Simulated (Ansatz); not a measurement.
**AlH₄N₂F: basis-set convergence**

Aim: see how fast density functionals and correlated methods converge with the basis set for AlH₄N₂F.

Program: Ansatz 0.2.0, Gaussian basis. Level of theory: one geometry, several basis sets. These are calculated values, not measurements.

Plan: PBE0-D4/def2-SVP; ωB97M-V/def2-SVP; PBE0-D4/def2-QZVPP; ωB97M-V/def2-QZVPP; CCSD(T)/cc-pV(D+d)Z; CCSD(T)/cc-pV(T+d)Z; MP2/cc-pV(Q+d)Z; the functionals' def2-TZVPP values are taken from earlier runs.

### 1 The geometry

An earlier PBE0-D4/def2-TZVP relaxation fixed the geometry.

SMILES `[NH2][Al]([NH2])[F]`, 8 atoms, charge 0, spin multiplicity 1.

Atoms are counted from 1 here; the program's logs count them from 0.

Bond lengths: N1–Al2 1.758 Å, N1–H5 1.006 Å, N1–H6 1.006 Å, Al2–N3 1.758 Å, Al2–F4 1.652 Å, N3–H7 1.006 Å, N3–H8 1.006 Å. Angles: Al2–N1–H5 123.9°, Al2–N1–H6 125.6°, H5–N1–H6 110.5°, N1–Al2–N3 123.8°, N1–Al2–F4 118.1°, N3–Al2–F4 118.1°, Al2–N3–H7 125.6°, Al2–N3–H8 123.9°, H7–N3–H8 110.5°.

### 2 PBE0-D4 in def2-SVP

in.yaml

```yaml
crystal:
  periodic: [false, false, false]
  atoms:
    - {symbol: N, position_ang: [-0.654113, 1.397129, -0.272688]}
    - {symbol: Al, position_ang: [-0.190843, -0.292047, -0.425976]}
    - {symbol: N, position_ang: [0.886554, -1.116582, 0.692410]}
    - {symbol: F, position_ang: [-0.803342, -1.154408, -1.694316]}
    - {symbol: H, position_ang: [-1.270390, 1.870085, -0.912042]}
    - {symbol: H, position_ang: [-0.350080, 2.024759, 0.451867]}
    - {symbol: H, position_ang: [1.322014, -0.703079, 1.499086]}
    - {symbol: H, position_ang: [1.152400, -2.083058, 0.605760]}
basis:
  gaussian: {orbitals: def2-SVP}
hamiltonian: {xc: pbe0, dispersion: d4}
output: {orbitals: {seedname: orbitals}}
```

Command:

```console
ansatz run in.yaml --threads 2 --pin off --events-out ev --progress --plain --max-ram 32768MiB --backend cpu
```

Further steps of the session: ωB97M-V in def2-SVP; PBE0-D4 in def2-QZVPP; ωB97M-V in def2-QZVPP; CCSD(T) in cc-pV(D+d)Z; CCSD(T) in cc-pV(T+d)Z; MP2 in cc-pV(Q+d)Z.

**Question.** What will the summary of the whole plan be? Wanted: MP2 correlation recovered, cc-pV(D+d)Z; MP2 correlation recovered, cc-pV(T+d)Z; MP2 correlation recovered, cc-pV(Q+d)Z; difference of two CCSD(T) limits: def2 sets; PBE0-D4: double and triple zeta above quadruple; ωB97M-V: double and triple zeta above quadruple.

The runs gave:

| quantity | value |
| --- | --- |
| MP2 correlation recovered, cc-pV(D+d)Z | 68.6 % |
| MP2 correlation recovered, cc-pV(T+d)Z | 88.0 % |
| MP2 correlation recovered, cc-pV(Q+d)Z | 95.0 % |
| difference of two CCSD(T) limits: def2 sets (earlier runs) less this series | 131 meV |
| PBE0-D4: double and triple zeta above quadruple | 10.29, 0.59 eV |
| ωB97M-V: double and triple zeta above quadruple | 10.44, 0.56 eV |

In words: For PBE0-D4 the step from double to triple zeta gains 9.70 eV and the next only 0.59 eV. Correlation climbs from 69 % (cc-pV(D+d)Z) to 95 % (cc-pV(Q+d)Z) of the limit; Hartree-Fock is 0.187 eV from its own by then. A limit from the def2 sets, made apart, differs by 131 meV, a least measure of the doubt on such a limit. Total energies overstate the basis error of differences, where much of it tends to cancel. The LUMO of ωB97M-V is positive and keeps falling with the basis (1.83 to 1.01 eV): an unbound level that the basis holds in place.
